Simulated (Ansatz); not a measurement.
# AsH₃Se: one structure at several levels

Aim: energy, forces and dipole at a structure displaced at random from a GFN2-xTB minimum, from CCSD(T) and from density functionals.

Method: single points in def2-TZVPP; program: Ansatz 0.2.0, Gaussian basis.

Cores are frozen in the correlated methods. Filled d shells of the heavier atoms are correlated.

## Step 1: The starting structure

SMILES `[AsH2][SeH]`, 5 atoms, charge 0, spin multiplicity 1.

Atoms are counted from 1 here; the program's logs count them from 0.

Bond lengths: As1–Se2 2.280 Å, As1–H3 1.473 Å, As1–H4 1.451 Å, Se2–H5 1.443 Å. Angles: Se2–As1–H3 96.4°, Se2–As1–H4 92.5°, H3–As1–H4 93.7°, As1–Se2–H5 96.0°.

As a file:

```
As   -0.3488   -0.7951    0.2172
Se    0.6288    1.2485   -0.0373
H    -0.1863   -1.2299   -1.1803
H    -1.6782   -0.2569   -0.0052
H     1.6312    1.0654    0.9839
```

## Step 2: CCSD(T)/def2-TZVPP

run/in.yaml

```yaml
crystal:
  periodic: [false, false, false]
  atoms:
    - {symbol: As, position_ang: [-0.348800, -0.795100, 0.217200]}
    - {symbol: Se, position_ang: [0.628800, 1.248500, -0.037300]}
    - {symbol: H, position_ang: [-0.186300, -1.229900, -1.180300]}
    - {symbol: H, position_ang: [-1.678200, -0.256900, -0.005200]}
    - {symbol: H, position_ang: [1.631200, 1.065400, 0.983900]}
basis:
  gaussian: {orbitals: def2-TZVPP}
correlation: {method: ccsd_t}
output: {forces: true}
```

No record of the launch command was kept for these runs.

## Step 3: PBE0-D4/def2-TZVPP

run/in.yaml: that of step 2 with these lines changed.

```diff
@@ -10,3 +10,3 @@
   gaussian: {orbitals: def2-TZVPP}
-correlation: {method: ccsd_t}
-output: {forces: true}
+hamiltonian: {xc: pbe0, dispersion: d4}
+output: {forces: true, orbitals: {seedname: orbitals}}
```

## Step 4: wB97M-V/def2-TZVPP

run/in.yaml: that of step 3 with these lines changed.

```diff
@@ -10,3 +10,3 @@
   gaussian: {orbitals: def2-TZVPP}
-hamiltonian: {xc: pbe0, dispersion: d4}
-output: {forces: true, orbitals: {seedname: orbitals}}
+hamiltonian: {xc: {name: wB97M-V}}
+output: {forces: true}
```

## Step 5: r2SCAN-D4/def2-TZVPP

run/in.yaml: that of step 4 with these lines changed.

```diff
@@ -10,3 +10,3 @@
   gaussian: {orbitals: def2-TZVPP}
-hamiltonian: {xc: {name: wB97M-V}}
+hamiltonian: {xc: r2scan, dispersion: d4}
 output: {forces: true}
```

## Step 6: PBE-D4/def2-TZVPP

run/in.yaml: that of step 5 with these lines changed.

```diff
@@ -10,3 +10,3 @@
   gaussian: {orbitals: def2-TZVPP}
-hamiltonian: {xc: r2scan, dispersion: d4}
+hamiltonian: {xc: pbe, dispersion: d4}
 output: {forces: true}
```

## Step 7: SPW92/def2-TZVPP

run/in.yaml: that of step 6 with these lines changed.

```diff
@@ -10,3 +10,3 @@
   gaussian: {orbitals: def2-TZVPP}
-hamiltonian: {xc: pbe, dispersion: d4}
+hamiltonian: {xc: lda}
 output: {forces: true}
```

## Step 8: CAM-B3LYP-D4/def2-TZVPP

run/in.yaml: that of step 7 with these lines changed.

```diff
@@ -10,3 +10,3 @@
   gaussian: {orbitals: def2-TZVPP}
-hamiltonian: {xc: lda}
+hamiltonian: {xc: {name: CAM-B3LYP}, dispersion: d4}
 output: {forces: true}
```

(Steps that only read results are left out.)

Q: Predict the outcome of this session. Wanted: energy less free atoms, CCSD(T)/def2-TZVPP; RMS force component; RMS force error; HOMO and LUMO, PBE0-D4; T1 diagnostic.

The runs gave:

```
                                  quantity                                                                                              value
energy less free atoms, CCSD(T)/def2-TZVPP                                                                                     -1117.5 kJ/mol
                       RMS force component                                                               0.776 to 1.015 eV/Å over the methods
                           RMS force error  PBE0-D4 0.096, wB97M-V 0.028, r2SCAN-D4 0.083, PBE-D4 0.270, SPW92 0.227, CAM-B3LYP-D4 0.017 eV/Å
                    HOMO and LUMO, PBE0-D4                                                                                 -6.96 and -0.54 eV
                             T1 diagnostic                                                                                              0.009
```

What this shows: Against CCSD(T) the functionals' energies less atoms differ by -239.2 to -21.9 kJ/mol, PBE-D4 by -42.7 kJ/mol. CCSD(T) in triple zeta still lacks some correlation energy of the bonds, so part of these gaps is its own basis error and they don't rank the functionals. On forces the order runs from CAM-B3LYP-D4 to PBE-D4. Frozen-core CCSD(T) forces in triple zeta carry basis errors of their own, and this is one geometry, so small gaps rank nothing.
